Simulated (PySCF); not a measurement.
# C4H7F3OSi2: geometry, NMR shifts and electronic excitations

Aim: predict the NMR shifts and electronic excitations of C4H7F3OSi2 (`FC(F)=C(F)/C=C\[SiH2]O[SiH3]`).

The runs use PySCF 2.14.0, with density-fitted response routines of our own; the level of theory stands in each step. All values are computed, except where a source is named. Atoms count from 0, in the outputs and in this text.

### Step 1. The starting structure

17 atoms, charge 0, multiplicity 1; geometry from: GFN2-xTB.

Bonds of the start (Å): F0–C1 1.32, C1–F2 1.33, C1–C3 1.34, C3–F4 1.35, C3–C5 1.44, C5–C6 1.33, C6–Si7 1.89, Si7–O8 1.62, O8–Si9 1.62, C5–H10 1.08, C6–H11 1.08, Si7–H12 1.46, Si7–H13 1.46, Si9–H14 1.46, Si9–H15 1.46, Si9–H16 1.46.

### Step 2. Geometry optimisation at PBE0-D3(BJ)/def2-SVP

The job: settings as JSON, then the geometry in Å.

```
{"job": {"xc": "PBE0", "basis": "def2-SVP", "d3": "d3bj", "grid": 1, "kind": "geom"}, "charge": 0, "multiplicity": 1}
F      4.528139     0.323726     1.856180
C      3.749035     0.498350     0.799436
F      4.451012     0.955490    -0.231507
C      2.434102     0.258872     0.745641
F      1.845788    -0.202506     1.868035
C      1.615107     0.462471    -0.425154
C      0.301290     0.235353    -0.479848
Si    -0.806267    -0.399844     0.914717
O     -2.283931    -0.472004     0.257906
Si    -3.828602    -0.430867    -0.221011
H      2.171316     0.826002    -1.280113
H     -0.185586     0.433616    -1.425907
H     -0.867171     0.549743     2.022354
H     -0.454849    -1.765879     1.291458
H     -4.248470     0.969403    -0.200454
H     -4.591726    -1.245123     0.721762
H     -3.836185    -0.984773    -1.573944
```

What it wrote:

```text
step   0  E = -1109.01568936  max force = 0.029848
step   1  E = -1109.02247124  max force = 0.005000
step   2  E = -1109.02166964  max force = 0.008646
step   3  E = -1109.02278281  max force = 0.003477
step   4  E = -1109.02290465  max force = 0.001673
step   5  E = -1109.02289038  max force = 0.002746
step   6  E = -1109.02293376  max force = 0.000877
step   7  E = -1109.02294398  max force = 0.000863
step   8  E = -1109.02295112  max force = 0.000294
optimisation converged
```

Wall time 2.3 min (1 thread, shared host).

The steps of the relaxation: (the energy doesn't fall at every step)

```
step  energy from step 0 (eV)  largest force component (eV/Å)
   0                   0.0000                          1.5348
   1                  -0.1845                          0.2571
   2                  -0.1627                          0.4446
   3                  -0.1930                          0.1788
   4                  -0.1963                          0.0860
   5                  -0.1959                          0.1412
   6                  -0.1971                          0.0451
   7                  -0.1974                          0.0444
   8                  -0.1976                          0.0151
```

Distances of close pairs at the start and the end, largest changes first:

```
   bond  before (Å)  after (Å)  change (Å)
 Si7–O8       1.619      1.653      +0.035
Si9–H15       1.461      1.493      +0.033
Si9–H14       1.462      1.494      +0.032
Si7–H12       1.460      1.492      +0.032
Si9–H16       1.462      1.493      +0.031
Si7–H13       1.460      1.491      +0.031
 O8–Si9       1.618      1.643      +0.025
  F0–C1       1.324      1.302      -0.022
```

The next job starts from the end point, and lists it.

```
                         at the end point                value
  point group (found at 0.08 Å tolerance)                   C1
rotational constants (GHz, main isotopes)  3.753, 0.302, 0.281
                        dipole moment (D)                 1.40
```

### Step 3. Shielding tensors: PBE0/pcSseg-1

The job: settings as JSON, then the geometry in Å.

```
{"job": {"kind": "nmr", "xc": "PBE0", "basis": "pcSseg-1"}, "charge": 0, "multiplicity": 1}
F      4.518413     0.344410     1.888461
C      3.796033     0.528805     0.820899
F      4.490467     1.003674    -0.181128
C      2.481741     0.267794     0.742593
F      1.882937    -0.211370     1.840114
C      1.660874     0.463630    -0.426774
C      0.337773     0.216584    -0.468841
Si    -0.780158    -0.408527     0.899509
O     -2.293028    -0.487528     0.237248
Si    -3.865926    -0.437821    -0.234974
H      2.193379     0.837887    -1.306706
H     -0.161586     0.408912    -1.426299
H     -0.809530     0.526725     2.061787
H     -0.393168    -1.773685     1.357165
H     -4.364086     0.970899    -0.226567
H     -4.711437    -1.256051     0.684744
H     -3.986931    -0.983790    -1.619590
```

With the program's defaults for keys left out, this is: GIAO PBE0/pcSseg-1 NMR shielding, non-relativistic, gas phase.

What it wrote:

```text
coarse grid: 16280 points
cycle   1  E = -1109.2250624295  dE =  1.434e+00  |g| = 1.073e+00  |ddm| = 3.942e+00
cycle   2  E = -1108.7581141151  dE =  4.669e-01  |g| = 1.852e+00  |ddm| = 2.263e+00
cycle   3  E = -1109.4324334142  dE = -6.743e-01  |g| = 1.593e-01  |ddm| = 1.704e+00
cycle   4  E = -1109.4356333081  dE = -3.200e-03  |g| = 1.203e-01  |ddm| = 2.664e-01
cycle   5  E = -1109.4389565434  dE = -3.323e-03  |g| = 2.339e-02  |ddm| = 1.106e-01
cycle   6  E = -1109.4390567512  dE = -1.002e-04  |g| = 9.292e-03  |ddm| = 2.615e-02
cycle   7  E = -1109.4390742949  dE = -1.754e-05  |g| = 1.704e-03  |ddm| = 7.745e-03
cycle   8  E = -1109.4390748315  dE = -5.365e-07  |g| = 4.836e-04  |ddm| = 1.729e-03
final grid: 152312 points
cycle   9  E = -1109.5255655619  dE = -3.289e-05  |g| = 8.706e-03  |ddm| = 2.956e-02
cycle  10  E = -1109.5255475886  dE =  1.797e-05  |g| = 1.333e-02  |ddm| = 1.701e-02
cycle  11  E = -1109.5255801098  dE = -3.252e-05  |g| = 1.059e-03  |ddm| = 1.059e-02
cycle  12  E = -1109.5255803315  dE = -2.217e-07  |g| = 2.854e-04  |ddm| = 1.012e-03
cycle  13  E = -1109.5255803455  dE = -1.401e-08  |g| = 1.097e-04  |ddm| = 2.808e-04
cycle  14  E = -1109.5255803477  dE = -2.160e-09  |g| = 2.708e-05  |ddm| = 9.897e-05
cycle  15  E = -1109.5255803478  dE = -1.478e-10  |g| = 9.295e-06  |ddm| = 3.114e-05
converged SCF energy = -1109.5255803478

GIAO shielding tensors (ppm)
atom      isotropic    diamagn.    paramagn.     s11        s22        s33       span
  0 F      277.433     466.924    -189.491    254.228    275.155    302.916     48.687
  1 C       21.201     252.731    -231.530    -35.092     39.000     59.695     94.787
  2 F      291.116     473.703    -182.587    279.877    295.352    298.118     18.241
  3 C       47.149     250.260    -203.112     17.497     40.034     83.915     66.418
  4 F      371.304     476.766    -105.463    314.080    374.877    424.954    110.874
  5 C       47.664     256.499    -208.835    -69.986     59.114    153.864    223.850
  6 C       49.963     260.504    -210.541    -50.216     39.164    160.941    211.157
  7 Si     385.043     879.677    -494.634    344.188    364.359    446.581    102.393
  8 O      327.670     398.595     -70.925    262.683    344.434    375.894    113.212
  9 Si     394.946     878.006    -483.060    354.963    357.007    472.869    117.906
 10 H       24.577      32.036      -7.459     21.738     23.171     28.821      7.083
 11 H       25.289      33.331      -8.042     23.372     23.873     28.622      5.250
 12 H       25.918      29.502      -3.583     21.552     26.741     29.462      7.910
 13 H       25.914      29.398      -3.484     21.555     26.657     29.530      7.975
 14 H       26.159      27.800      -1.641     22.988     24.562     30.929      7.941
 15 H       26.174      26.534      -0.361     22.903     24.519     31.099      8.196
 16 H       26.175      28.101      -1.927     22.892     24.656     30.976      8.083
```

Run time: 33 s. Hardware: 1 thread, shared host.

Shifts follow as δ = σ(reference) − σ, with reference shieldings (ppm) from runs at the same level and on the same kind of geometry: 1H TMS 31.27, 13C TMS 184.4, 29Si TMS 352.0, 19F CFCl3 177.2, 17O H2O 334.6. The references are single molecules in the gas phase, so shifts against H2O, NH3, PH3, H3PO4 or CFCl3 are not on the usual liquid scales and can be off by tens of ppm. Atoms listed in one row are averaged.

```
        atoms                           environment  σ (ppm)  δ (ppm)  δ scaled to CDCl3
           C1       fully substituted alkene carbon     21.2    163.2              158.0
           C3       fully substituted alkene carbon     47.1    137.3              132.8
           C5                             alkene CH     47.7    136.7              132.3
           C6                             alkene CH     50.0    134.4              130.0
          H10              hydrogen on an alkene CH    24.58     6.69               6.56
          H11              hydrogen on an alkene CH    25.29     5.98               5.88
     H12, H13  hydrogen on a silicon bonded to C, O    25.92     5.35                  –
H14, H15, H16     hydrogen on a silicon bonded to O    26.17     5.10                  –
           F0                      vinylic fluorine    277.4   -100.2                  –
           F2                      vinylic fluorine    291.1   -113.9                  –
           F4                      vinylic fluorine    371.3   -194.1                  –
          Si7           silicon bonded to C, O, 2 H    385.0    -33.1                  –
          Si9              silicon bonded to O, 3 H    394.9    -43.0                  –
           O8                 oxygen bonded to 2 Si    327.7      6.9                  –
```

The scaled column applies a straight-line fit of computed shieldings to shifts measured in CDCl3, and one for carbons that bear F (root-mean-square error 0.21 ppm for H, 2.0 ppm for C).

Charges from the same density, by scheme (e):

```
atoms  Mulliken    IAO  Hirshfeld  ESP fit
   F0     -0.22  -0.22      -0.05    -0.12
   C1      0.59   0.52       0.16     0.34
   F2     -0.22  -0.23      -0.05    -0.13
   C3      0.12   0.18       0.04     0.11
   F4     -0.27  -0.25      -0.04    -0.14
   C5     -0.14  -0.15      -0.06    -0.30
   C6     -0.44  -0.45      -0.15    -0.25
  Si7      0.91   1.00       0.38     0.59
   O8     -0.74  -0.88      -0.31    -0.45
  Si9      0.73   0.86       0.39     0.57
```

Mayer bond orders: F0–C1 1.03, C1–F2 1.03, C1–C3 1.66, C3–F4 0.94, C3–C5 1.06, C5–C6 1.84, C6–Si7 0.87, Si7–O8 0.89, O8–Si9 0.93.

### Step 4. Ultraviolet spectrum: PBE0/def2-SVPD

The job, as its differences from that of step 3:

```diff
@@ -1,2 +1,2 @@
-{"job": {"kind": "nmr", "xc": "PBE0", "basis": "pcSseg-1"}, "charge": 0, "multiplicity": 1}
+{"job": {"kind": "uv", "xc": "PBE0", "basis": "def2-SVPD", "ip": true}, "charge": 0, "multiplicity": 1}
 F      4.518413     0.344410     1.888461
```

Level: TDDFT PBE0/def2-SVPD, vertical, gas phase, core orbitals frozen in the response.

What it wrote:

```text
coarse grid: 16280 points
cycle   1  E = -1108.6963444170  dE =  1.372e+00  |g| = 1.007e+00  |ddm| = 7.242e+00
cycle   2  E = -1108.2418683629  dE =  4.545e-01  |g| = 1.768e+00  |ddm| = 3.551e+00
cycle   3  E = -1108.8922360867  dE = -6.504e-01  |g| = 1.486e-01  |ddm| = 2.650e+00
cycle   4  E = -1108.8951581521  dE = -2.922e-03  |g| = 1.145e-01  |ddm| = 5.057e-01
cycle   5  E = -1108.8982593141  dE = -3.101e-03  |g| = 2.082e-02  |ddm| = 1.893e-01
cycle   6  E = -1108.8983428630  dE = -8.355e-05  |g| = 9.560e-03  |ddm| = 4.614e-02
cycle   7  E = -1108.8983629753  dE = -2.011e-05  |g| = 1.200e-03  |ddm| = 1.503e-02
cycle   8  E = -1108.8983633107  dE = -3.354e-07  |g| = 5.082e-04  |ddm| = 3.312e-03
final grid: 152312 points
cycle   9  E = -1109.0461960011  dE = -2.720e-05  |g| = 8.366e-03  |ddm| = 1.397e-01
cycle  10  E = -1109.0461774704  dE =  1.853e-05  |g| = 1.296e-02  |ddm| = 2.656e-02
cycle  11  E = -1109.0462102495  dE = -3.278e-05  |g| = 1.003e-03  |ddm| = 1.648e-02
cycle  12  E = -1109.0462104714  dE = -2.219e-07  |g| = 2.447e-04  |ddm| = 1.842e-03
cycle  13  E = -1109.0462104819  dE = -1.053e-08  |g| = 9.022e-05  |ddm| = 4.145e-04
cycle  14  E = -1109.0462104835  dE = -1.581e-09  |g| = 2.445e-05  |ddm| = 1.738e-04
cycle  15  E = -1109.0462104836  dE = -1.332e-10  |g| = 8.406e-06  |ddm| = 6.459e-05
converged SCF energy = -1109.0462104836

Static polarisability (au): isotropic 114.759, principal 79.908 96.376 167.994

Singlet excitations
state   eV       nm        f      main configurations
  1   5.2162    237.7   0.62054   H->L 0.95
  2   5.8182    213.1   0.00187   H-2->L 0.87, H-4->L 0.11
  3   6.0276    205.7   0.00058   H->L+2 0.73, H->L+1 0.20
  4   6.0479    205.0   0.05054   H-1->L 0.96
  5   6.3284    195.9   0.00034   H->L+1 0.75, H->L+2 0.22
  6   6.8445    181.1   0.00001   H-4->L 0.83, H-2->L 0.11
  7   6.8885    180.0   0.01274   H->L+5 0.41, H->L+4 0.20, H->L+3 0.15
  8   6.8977    179.7   0.07243   H-3->L 0.73
  9   7.1164    174.2   0.01622   H->L+4 0.54, H->L+5 0.17
 10   7.1817    172.6   0.00028   H-1->L+1 0.80

Triplet excitations (Tamm-Dancoff, eV): 2.8931 4.9740 5.4086 5.8065
Vertical ionisation energy (delta-SCF) = 8.8860 eV
Vertical electron affinity (delta-SCF) = -0.0989 eV
```

It took 3 min on 1 thread, shared host.

Frontier orbitals and where they lie:

```
orbital     eV                        atoms
 HOMO−3  -9.41    C5 20 %, C3 15 %, C6 11 %
 HOMO−2  -8.58  O8 31 %, Si9 15 %, H15 12 %
 HOMO−1  -8.53  O8 33 %, Si9 14 %, Si7 13 %
   HOMO  -7.05    C6 21 %, C1 19 %, C3 17 %
   LUMO  -1.62    C6 27 %, C5 21 %, C1 17 %
 LUMO+1   0.05  Si9 29 %, Si7 16 %, O8 11 %
 LUMO+2   0.25    C1 22 %, C3 12 %, C5 12 %
```

With each of the 10 states as a Gaussian band of 0.4 eV half-width at 1/e, the curve within the window shown has maxima at 238 nm (ε 25,000), 179 nm (ε 4,000) L/(mol cm). Beyond the last state computed it falls off for lack of states. The curve at chosen wavelengths:

| nm | ε (L/mol/cm) |
| --- | --- |
| 166 | 697 |
| 170 | 1748 |
| 174 | 3068 |
| 178 | 3913 |
| 182 | 3775 |
| 186 | 2927 |
| 190 | 2090 |
| 195 | 1744 |
| 199 | 1958 |
| 203 | 2301 |
| 207 | 2681 |
| 211 | 3382 |
| 215 | 4962 |
| 219 | 7898 |
| 223 | 12188 |
| 227 | 17159 |
| 231 | 21653 |
| 235 | 24515 |
| 239 | 25075 |
| 244 | 22654 |
| 248 | 19020 |
| 252 | 14820 |
| 256 | 10793 |
| 260 | 7395 |
| 264 | 4795 |
| 268 | 2959 |

Further results of this job:

```
           property  computed
  dipole moment (D)      1.38
polarisability (Å³)     17.01
 HOMO–LUMO gap (eV)      5.44
      −ε(HOMO) (eV)      7.05
```

### Step 5. NMR shieldings: B97-2/pcSseg-1

The job, as its differences from that of step 4:

```diff
@@ -1,2 +1,2 @@
-{"job": {"kind": "uv", "xc": "PBE0", "basis": "def2-SVPD", "ip": true}, "charge": 0, "multiplicity": 1}
+{"job": {"kind": "nmr", "xc": "B97-2", "basis": "pcSseg-1", "pop": false}, "charge": 0, "multiplicity": 1}
 F      4.518413     0.344410     1.888461
```

Method: GIAO B97-2/pcSseg-1 NMR shielding, non-relativistic, gas phase.

What it wrote:

```text
coarse grid: 16280 points
cycle   1  E = -1109.8710617657  dE =  1.408e+00  |g| = 1.120e+00  |ddm| = 3.960e+00
cycle   2  E = -1109.3209732457  dE =  5.501e-01  |g| = 1.983e+00  |ddm| = 2.412e+00
cycle   3  E = -1110.0919477532  dE = -7.710e-01  |g| = 1.818e-01  |ddm| = 1.853e+00
cycle   4  E = -1110.0963025349  dE = -4.355e-03  |g| = 1.353e-01  |ddm| = 3.103e-01
cycle   5  E = -1110.1005866852  dE = -4.284e-03  |g| = 2.831e-02  |ddm| = 1.276e-01
cycle   6  E = -1110.1007432679  dE = -1.566e-04  |g| = 1.027e-02  |ddm| = 3.078e-02
cycle   7  E = -1110.1007645119  dE = -2.124e-05  |g| = 2.153e-03  |ddm| = 8.795e-03
cycle   8  E = -1110.1007653814  dE = -8.694e-07  |g| = 4.969e-04  |ddm| = 2.007e-03
final grid: 152312 points
cycle   9  E = -1110.1716433961  dE = -5.585e-05  |g| = 1.414e-02  |ddm| = 3.901e-02
cycle  10  E = -1110.1716097486  dE =  3.365e-05  |g| = 2.025e-02  |ddm| = 2.034e-02
cycle  11  E = -1110.1716692231  dE = -5.947e-05  |g| = 1.498e-03  |ddm| = 1.328e-02
cycle  12  E = -1110.1716695843  dE = -3.612e-07  |g| = 6.391e-04  |ddm| = 1.563e-03
cycle  13  E = -1110.1716696761  dE = -9.180e-08  |g| = 1.369e-04  |ddm| = 5.913e-04
cycle  14  E = -1110.1716696803  dE = -4.174e-09  |g| = 5.207e-05  |ddm| = 1.458e-04
cycle  15  E = -1110.1716696809  dE = -5.475e-10  |g| = 1.986e-05  |ddm| = 5.835e-05
converged SCF energy = -1110.1716696809

GIAO shielding tensors (ppm)
atom      isotropic    diamagn.    paramagn.     s11        s22        s33       span
  0 F      277.998     467.128    -189.130    255.254    276.638    302.103     46.849
  1 C       23.115     252.949    -229.834    -30.806     39.802     60.350     91.156
  2 F      291.744     473.765    -182.021    280.044    295.980    299.209     19.164
  3 C       48.665     250.457    -201.792     20.644     41.036     84.314     63.670
  4 F      370.153     477.006    -106.853    315.240    372.707    422.513    107.273
  5 C       50.145     256.445    -206.300    -64.713     62.136    153.011    217.724
  6 C       52.700     260.579    -207.879    -45.135     42.382    160.852    205.987
  7 Si     392.713     879.940    -487.227    353.863    373.675    450.601     96.738
  8 O      326.679     399.102     -72.423    266.117    342.102    371.818    105.702
  9 Si     402.266     878.135    -475.869    364.640    366.629    475.529    110.889
 10 H       24.746      32.230      -7.485     21.920     23.383     28.935      7.015
 11 H       25.476      33.579      -8.103     23.610     24.060     28.757      5.146
 12 H       26.150      29.778      -3.628     21.801     26.948     29.700      7.899
 13 H       26.147      29.675      -3.528     21.805     26.865     29.769      7.964
 14 H       26.390      28.011      -1.621     23.225     24.804     31.142      7.917
 15 H       26.404      26.690      -0.286     23.140     24.758     31.312      8.172
 16 H       26.407      28.320      -1.913     23.133     24.899     31.188      8.056
```

It took 37 s on 1 thread, shared host.

In short: δ C1 160.6, C3 135.0, C5 133.5, C6 131.0, H10 6.63, H11 5.90 ppm.

### Step 6. Comparing the runs: NMR shifts

Shifts (ppm) of some atoms, chosen among heavy atoms and hydrogens apart, means over like atoms, with basis size and wall time:

```
           run     C1     C3     C5     C6   H12   H14    Si7  functions  time
 PBE0/pcSseg-1  163.2  137.3  136.7  134.4  5.35  5.10  -33.1        219  33 s
B97-2/pcSseg-1  160.6  135.0  133.5  131.0  5.23  4.97  -35.3        219  37 s
```

### Step 7. Results

```
                                                              quantity                                             value
                                                           point group                                                C1
                                  rotational constants (main isotopes)                              3.75, 0.30, 0.28 GHz
                                13C shifts against TMS (PBE0/pcSseg-1)                    163.2, 137.3, 136.7, 134.4 ppm
1H shifts against TMS (PBE0/pcSseg-1, means over atoms taken as alike)                        6.69, 5.98, 5.35, 5.10 ppm
                              19F shifts against CFCl3 (PBE0/pcSseg-1)                        -100.2, -113.9, -194.1 ppm
                               29Si shifts against TMS (PBE0/pcSseg-1)                                  -33.1, -43.0 ppm
                                17O shifts against H2O (PBE0/pcSseg-1)                                           6.9 ppm
                                       lowest singlet (PBE0/def2-SVPD)                       5.22 eV (238 nm), f = 0.621
                                                        lowest triplet                                           2.89 eV
                                     vertical ionisation energy (ΔSCF)                                           8.89 eV
                                     vertical electron affinity (ΔSCF)  -0.10 eV (unbound: the value hangs on the basis)
                                              range of the shift of C6                                131.0 to 134.4 ppm
```

What this shows: Relaxing lowered the energy by 0.198 eV in 8 steps; the close pair that moved most is Si7–O8, from 1.619 to 1.653 Å. At PBE0/pcSseg-1: The largest span, 224 ppm, is at C5, where the paramagnetic term is -209 ppm. The first singlet state (HOMO→LUMO 0.95) lies at 5.22 eV and is bright. The lowest triplet lies 2.32 eV below the lowest singlet (triplets in Tamm-Dancoff, singlets in full TDDFT). ΔSCF puts the ionisation energy at 8.89 eV, 1.83 eV above −ε(HOMO). Across the 2 runs the shift of C6 moves most, between 131.0 (B97-2/pcSseg-1) and 134.4 ppm (PBE0/pcSseg-1).
